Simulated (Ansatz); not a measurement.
# Ni: searching below the plain SCF

Aim: test whether Ni has a self-consistent state below the best one that plain SCF starts reached, by the runs listed below. System: Ni, the deposited crystal structure (space group Fm-3m, primitive cell doubled); the cell holds 2 atoms. Source: COD entry 2100637.

Computed with Ansatz 0.2.0 (DFT LDA, PAW, plane waves, scalar-relativistic, unless a step's input says otherwise).

## 1. The structure to begin with

The structure is cubic, space group Fm-3m (No. 225). The conventional cell has a = 3.545 Å, b = 3.545 Å, c = 3.545 Å, α = 90.00°, β = 90.00°, γ = 90.00°. Around Ni (site symmetry m-3m) lie 12 Ni at 2.51 Å.

As a file:

```
CELL_PARAMETERS angstrom
-1.77255 -3.54510 -1.77255
-1.77255 0.00000 -1.77255
1.77255 0.00000 -1.77255
ATOMIC_POSITIONS crystal
Ni 0.00000 0.00000 0.00000
Ni 0.50000 0.00000 0.50000
```

Atoms are counted from 1 in the order of input.yaml (Ni2 and so on).

Known so far: 8 plain starts ended in 2 states. The lowest came from “parallel moments, spin not held back in the first iterations, no switch to direct minimisation [Ni1 2.00, Ni2 2.00 μB]”: ferromagnetic, site moments Ni1 0.67, Ni2 0.67 μB, total 1.28 μB per cell, no gap on the k-mesh, free energy -11546.6116 eV.

Runs to come: parallel moments, default search for lower states; opposed moments +-, default search for lower states; the moments typed in its input, symmetry off, plain SCF; the moments typed in its input, standard search for lower states.

“Plain SCF” means no search for lower states. The default search runs further SCF cycles only where the state itself hints at a lower one. The standard and full searches may also try other magnetic orders and fillings, and need not reach the lowest state. With a search on, the program may also reshape the start on open shells. Ends within 0.2 meV/atom and 0.1 μB count as one state.

Moments by site are taken inside atomic spheres; the rest lies between them.

## 2. Parallel moments, default search for lower states

Contents of input.yaml:

```yaml
crystal:
  lattice:
    - [-1.77255, -3.5451, -1.77255]
    - [-1.77255, 0.0, -1.77255]
    - [1.77255, 0.0, -1.77255]
  atoms:
    - { symbol: Ni, position: [0.0, 0.0, 0.0], spin: 2.0 }
    - { symbol: Ni, position: [0.5, 0.0, 0.5], spin: 2.0 }
magnetization:
  spin_polarized: true
hamiltonian:
  xc: lda
  pseudopotentials: { kind: paw }
basis:
  ecutwfc: 420
kpoints:
  mp_grid: { grid: [7, 12, 10] }
scf:
  occupations: { method: fermi_dirac, width: 0.05 }
output:
  forces: true
  stress: true
```

Started as:

```bash
$ ansatz run input.yaml --threads 2 --pin off --max-ram 5120MiB --backend cpu --events-out ev --progress --plain --runs-dir out
```

Log (excerpt; [...] marks lines left out):

```text
Warning: crystal.symmetry: narrowed to the stabiliser of the k-point mesh — unitary ops 32 → 8; excluded 24 operations that carry a point of the 7×12×10 mesh (shift [0, 0, 0]) off the mesh (the run samples exactly the mesh kpoints.mp_grid names, as under crystal.symmetry.detect: false, [...]
Pseudopotentials: kind: paw
Pseudopotential: Ni, paw, valence charge 18, recommended cutoff 420 eV (normal), Ni.paw.azcp
Functional definition: SPW92
[...]
Crystal: 2 atoms, lattice volume = 22.277 Å³
Basis set: ecut = 420 eV, 451 PW (Γ)
Bands: 24, of which v1, the nominal top of the filled ones, is band 18 counted from 1 (17 counted from 0)
Symmetry: 8 space group operations
k-points: 258 of 840
[...]
Starting moments: Σ|m| = 4 μB on 2 of 2 sites
[...]
SCF iter   1: F=—  HF=-11545.620953 eV  |F-HF|=—  |Δ(HF+E_count)|=         —  Δρ=1.84e-1 (↑1.84e-1 ↓8.62e-2)  dr2=1.59e0  dr2_m=3.58e0  M=1.793 μB ∫|m|=1.911 μB  β_m=0.30  ethr=3.10e-3  ⟨swp⟩=5.4  Hψ=45733  notcnv=0
[...]
SCF iter  10: F=-11546.611616 eV  HF=-11546.611616 eV  |F-HF|=5.28e-10  |Δ(HF+E_count)|=   3.28e-9  Δρ=1.44e-6 (↑7.20e-7 ↓1.44e-6)  dr2=6.46e-10  dr2_m=3.02e-11  M=1.278 μB ∫|m|=1.413 μB  ethr=4.61e-11  ⟨swp⟩=2.3  Hψ=38890  notcnv=0
[...]
SCF converged after 10 iterations
Magnetization: 1.2776 μB (18.6388 up, 17.3612 down)
Absolute magnetization: 1.4148 μB (∫|ρ↑−ρ↓|, with the PAW one-centre terms)
Spin contamination: 0.0098 ħ² per cell (⟨S²⟩ above its minimum at these occupations)
Per-site moments (μB) at R_I (Å): [(0.6684727639690615, 1.0340402531185773), (0.6684727639690614, 1.0340402531185773)]
Free energy (F): -11546.611616 eV
[...]
E sigma→0 (E₀):  -11546.595895 eV
Entropy (-TS):   -0.031442 eV (-15.721 meV/atom)
Fermi energy:    17.183077 eV
[... 25 lines left out: energy terms, forces, stress ...]
```

It took 8.4 s on 2 threads of Arm Neoverse V2, shared host; peak memory 0.45 GiB.

This is the state of step 1 again (ferromagnetic), after 10 iterations.

## 3. Opposed moments +-, default search for lower states

input.yaml, as its differences from that of step 2:

```diff
@@ -7,3 +7,3 @@
     - { symbol: Ni, position: [0.0, 0.0, 0.0], spin: 2.0 }
-    - { symbol: Ni, position: [0.5, 0.0, 0.5], spin: 2.0 }
+    - { symbol: Ni, position: [0.5, 0.0, 0.5], spin: -2.0 }
 magnetization:
```

Started as:

```bash
$ ansatz run input.yaml --threads 2 --pin off --max-ram 5120MiB --backend cpu --events-out ev --progress --plain --runs-dir out
```

Log (excerpt; [...] marks lines left out):

```text
Warning: crystal.symmetry: narrowed to the stabiliser of the k-point mesh — unitary ops 16 → 4; excluded 12 operations that carry a point of the 7×12×10 mesh (shift [0, 0, 0]) off the mesh (the run samples exactly the mesh kpoints.mp_grid names, as under crystal.symmetry.detect: false, [...]
[... 9 lines as in an earlier run ...]
Symmetry: 4 space group operations
[... 6 lines as in an earlier run ...]
Starting moments: Σ|m| = 4 μB on 2 of 2 sites
[... 2 lines as in an earlier run ...]
spin-down is spin-up translated by (0.5, 0, 0.5): one eigenproblem is solved per k-point and the antiferromagnetic symmetry of the starting moments is kept exactly by this SCF (crystal.symmetry.spin_inversion_symmetry: false solves both channels; [...]
SCF iter   1: F=—  HF=-11545.933832 eV  |F-HF|=—  |Δ(HF+E_count)|=         —  Δρ=2.20e-1 (↑2.20e-1 ↓2.20e-1)  dr2=1.56e0  dr2_m=9.26e0  M=0.000 μB ∫|m|=0.904 μB  β_m=0.30  ethr=3.10e-3  ⟨swp⟩=5.4  Hψ=23183  notcnv=0  defer=50
[...]
Starting moments: Σ|m| = 4 μB on 2 of 2 sites; this step starts from the density that it was given
[...]
SCF iter   2: F=-11546.611616 eV  HF=-11546.611616 eV  |F-HF|=5.91e-10  |Δ(HF+E_count)|=  6.55e-10  Δρ=3.35e-6 (↑3.35e-6 ↓1.59e-6)  dr2=1.22e-9  dr2_m=9.95e-10  M=1.278 μB ∫|m|=1.413 μB  ethr=1.21e-11  ⟨swp⟩=2.8  Hψ=26940  notcnv=0
[...]
the run went on to a lower state, not held to the crystal's whole symmetry: an SCF along what the orbitals of the run's state read of its open shells (or to have them read: on a GPU, or by another smearing), with the run's symmetry operations kept and the antiferromagnet's [...]
WARN: the starting moments were not kept: 1 of 2 ended reversed and 1 kept their direction, counting a site from 0.1 of the cell's largest site moment. The largest reversed, site 1 (counted from 0, in the order of the report's site_moments_mub), started with -2.0 μB and closes at +6.7e-1 [...]
SCF converged after 2 iterations
Magnetization: 1.2776 μB (18.6388 up, 17.3612 down)
Absolute magnetization: 1.4149 μB (∫|ρ↑−ρ↓|, with the PAW one-centre terms)
Spin contamination: 0.0098 ħ² per cell (⟨S²⟩ above its minimum at these occupations)
Per-site moments (μB) at R_I (Å): [(0.668481526629745, 1.0340402531185773), (0.6684778374724963, 1.0340402531185773)]
Free energy (F): -11546.611616 eV
[...]
E sigma→0 (E₀):  -11546.595895 eV
Entropy (-TS):   -0.031442 eV (-15.721 meV/atom)
Fermi energy:    17.183069 eV
[... 30 lines left out: energy terms, forces, stress, bands ...]
```

Run time: 44 s. Hardware: 2 threads of Arm Neoverse V2, shared host; peak memory 1.1 GiB.

The run ends in the same state as step 1 (ferromagnetic); it took 21 iterations.

## 4. The moments typed in its input, symmetry off, plain SCF

input.yaml, as its differences from that of step 3:

```diff
@@ -7,3 +7,4 @@
     - { symbol: Ni, position: [0.0, 0.0, 0.0], spin: 2.0 }
-    - { symbol: Ni, position: [0.5, 0.0, 0.5], spin: -2.0 }
+    - { symbol: Ni, position: [0.5, 0.0, 0.5], spin: 2.0 }
+  symmetry: { detect: false, time_reversal: true }
 magnetization:
@@ -19,2 +20,3 @@
   occupations: { method: fermi_dirac, width: 0.05 }
+  lower_state_search: "off"
 output:
@@ -22 +24,5 @@
   stress: true
+  write_density: true
+  write_potential: true
+  elf: true
+  volumetric_format: npy
```

Started as:

```bash
$ ansatz run input.yaml --threads 2 --pin off --max-ram 5120MiB --backend cpu --events-out ev --progress --plain --runs-dir out
```

Log (excerpt; [...] marks lines left out):

```text
[... 9 lines as in an earlier run ...]
Symmetry: 1 space group operations
k-points: 422 of 840 (time reversal used)
[... 5 lines as in an earlier run ...]
Starting moments: Σ|m| = 4 μB on 2 of 2 sites
[... 2 lines as in an earlier run ...]
[...]
SCF iter   1: F=—  HF=-11546.066001 eV  |F-HF|=—  |Δ(HF+E_count)|=         —  Δρ=1.25e-1 (↑1.25e-1 ↓1.19e-1)  dr2=1.57e-2  dr2_m=3.03e0  M=1.870 μB ∫|m|=2.051 μB  β_m=0.30  ethr=4.35e-5  ⟨swp⟩=1.1  Hψ=102057  notcnv=0
[...]
spin-set hold released at iteration 1 (the charge has settled, or the pull on large starting moments outlasts its swing): the magnetisation degrees of freedom join the quasi-Newton model from the next iteration; the mixer history was flushed
[...]
SCF iter  12: F=-11546.611616 eV  HF=-11546.611616 eV  |F-HF|=1.33e-9  |Δ(HF+E_count)|=   3.62e-9  Δρ=2.29e-6 (↑8.31e-7 ↓2.29e-6)  dr2=1.38e-9  dr2_m=1.68e-10  M=1.278 μB ∫|m|=1.413 μB  ethr=8.56e-11  ⟨swp⟩=5.1  Hψ=102438  notcnv=0
[...]
SCF converged after 12 iterations
an eigenvalue changed by more than its tolerance at an iteration that met the thresholds in force, so the SCF went on 1 time: the last check found none over its tolerance
Magnetization: 1.2776 μB (18.6388 up, 17.3612 down)
Absolute magnetization: 1.4148 μB (∫|ρ↑−ρ↓|, with the PAW one-centre terms)
Spin contamination: 0.0098 ħ² per cell (⟨S²⟩ above its minimum at these occupations)
Per-site moments (μB) at R_I (Å): [(0.6684702278070224, 1.0340402531185773), (0.6684766763009113, 1.0340402531185773)]
Free energy (F): -11546.611616 eV
[...]
E sigma→0 (E₀):  -11546.595895 eV
Entropy (-TS):   -0.031442 eV (-15.721 meV/atom)
Fermi energy:    17.183075 eV
[... 30 lines left out: energy terms, forces, stress, bands ...]
```

Wall time 37 s (2 threads of Arm Neoverse V2, shared host); peak memory 0.62 GiB.

This is the state of step 1 again (ferromagnetic), after 12 iterations.

## 5. The moments typed in its input, standard search for lower states

input.yaml, as its differences from that of step 4:

```diff
@@ -8,3 +8,2 @@
     - { symbol: Ni, position: [0.5, 0.0, 0.5], spin: 2.0 }
-  symmetry: { detect: false, time_reversal: true }
 magnetization:
@@ -20,3 +19,3 @@
   occupations: { method: fermi_dirac, width: 0.05 }
-  lower_state_search: "off"
+  lower_state_search: standard
 output:
@@ -24,5 +23 @@
   stress: true
-  write_density: true
-  write_potential: true
-  elf: true
-  volumetric_format: npy
```

Started as:

```bash
$ ansatz run input.yaml --threads 2 --pin off --max-ram 5120MiB --backend cpu --events-out ev --progress --plain --runs-dir out
```

Log (excerpt; [...] marks lines left out):

```text
[... 1 line as in an earlier run ...]
the run goes by scf.lower_state_search standard: where its kind and settings allow, a search for a lower-energy state can add stability tests and further SCF calculations, which can take several times, in some runs tens of times, as long as the SCF (see the manual's entry of the key); [...]
[... 16 lines as in an earlier run ...]
Starting moments: Σ|m| = 4 μB on 2 of 2 sites
[... 2 lines as in an earlier run ...]
SCF iter   1: F=—  HF=-11545.620953 eV  |F-HF|=—  |Δ(HF+E_count)|=         —  Δρ=1.84e-1 (↑1.84e-1 ↓8.62e-2)  dr2=1.59e0  dr2_m=3.58e0  M=1.793 μB ∫|m|=1.911 μB  β_m=0.30  ethr=3.10e-3  ⟨swp⟩=5.4  Hψ=45733  notcnv=0
[...]
SCF iter  10: F=-11546.611616 eV  HF=-11546.611616 eV  |F-HF|=5.28e-10  |Δ(HF+E_count)|=   3.28e-9  Δρ=1.44e-6 (↑7.20e-7 ↓1.44e-6)  dr2=6.46e-10  dr2_m=3.02e-11  M=1.278 μB ∫|m|=1.413 μB  ethr=4.61e-11  ⟨swp⟩=2.3  Hψ=38890  notcnv=0
[...]
SCF converged after 10 iterations
Magnetization: 1.2776 μB (18.6388 up, 17.3612 down)
Absolute magnetization: 1.4148 μB (∫|ρ↑−ρ↓|, with the PAW one-centre terms)
Spin contamination: 0.0098 ħ² per cell (⟨S²⟩ above its minimum at these occupations)
Per-site moments (μB) at R_I (Å): [(0.6684727639690615, 1.0340402531185773), (0.6684727639690614, 1.0340402531185773)]
Free energy (F): -11546.611616 eV
[...]
E sigma→0 (E₀):  -11546.595895 eV
Entropy (-TS):   -0.031442 eV (-15.721 meV/atom)
Fermi energy:    17.183077 eV
[... 25 lines left out: energy terms, forces, stress ...]
```

Wall time 8.3 s (2 threads of Arm Neoverse V2, shared host); peak memory 0.45 GiB.

Nothing new: the 10 iterations lead to the state found in step 1 (ferromagnetic).

## 6. Comparing the starts

```tsv
step	iterations	state	moments of Ni1 Ni2 (μB)	total (μB)	gap (eV)	pressure (GPa)	above lowest (meV/atom)
1	10	1	0.67 0.67	1.28	none	-20.5	0.0
2	10	1	0.67 0.67	1.28	none	-20.5	0.0
3	21	1	0.67 0.67	1.28	none	-20.5	0.0
4	12	1	0.67 0.67	1.28	none	-20.5	0.0
5	10	1	0.67 0.67	1.28	none	-20.5	0.0
```

States are numbered from the lowest. Starts by step: 2 parallel moments, default search for lower states; 3 opposed moments +-, default search for lower states; 4 the moments typed in its input, symmetry off, plain SCF; 5 the moments typed in its input, standard search for lower states. Step 1 is the best of the earlier plain starts.

The 4 runs of this session took 98 s in all, from 8.3 s to 44 s each.

Decimal logarithm of the largest residual (eV) by iteration, counted through all cycles of a run:

```tsv
iteration	step 2	step 3	step 4	step 5
1	0.6	1.0	0.5	0.6
2	0.3	0.7	0.3	0.3
3	-0.1	1.1	0.5	-0.1
4	-1.2	-1.1	-2.0	-1.2
5	-2.3	-1.5	-3.2	-2.3
6	-3.9	-2.5	-1.9	-3.9
8	-6.3	-4.3	-2.8	-6.3
10	-9.2	-7.0	-5.8	-9.2
12	-	-8.4	-8.9	-
14	-	-11.5	-	-
16	-	-2.5	-	-
17	-	-4.7	-	-
19	-	-8.4	-	-
21	-	-8.9	-	-
```

## 7. Summary of results

| quantity | value |
| --- | --- |
| distinct states | 1 from 5 converged runs, the best start of step 1 counted |
| lowest state | ferromagnetic |
| its moments | Ni1 0.67, Ni2 0.67 μB |
| total moment | 1.28 μB per cell |
| gap on the k-mesh | none |
| pressure | -20.5 GPa |
| largest force | 0.000 eV/Å |

What this shows: Nothing lower turns up: the best plain start stands. Distinct end states: 1, from 5 converged runs. A lower state than any found can't be excluded. The mesh has less symmetry than the lattice, which lowers the symmetry of the run.
